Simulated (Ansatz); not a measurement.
## Sn in Ansatz: the effect of functional

The system is Sn, a sheet with vacuum.

```xyz
1
Lattice="2.9670 0.0000 0.0000 0.0000 2.9670 0.0000 0.0000 0.0000 23.8000" Properties=species:S:1:pos:R:3 pbc="T T T"
Sn    0.0000    0.0000    7.0001
```

The cell was built by a generator and needn't be a form met in nature.

Alike in all runs:

| Quantity | Value |
| --- | --- |
| Program | Ansatz 0.2.0 |
| Task | single point |
| Potentials or basis | all-electron LAPW, scalar-relativistic |
| Cutoff | 205 eV (chosen from the basis error) |
| Basis error allowed | 0.002 eV/atom |
| k mesh | 9 × 9 × 1 |
| Occupations | fermi-dirac, width 0.05 eV |
| Spin | no spin polarisation |

```csv
functional,work function (eV)
PBE,?
LDA,4.61
PBEsol,4.43
```

Task: What does the run with functional PBE give?

Result: Work function 4.34 eV.
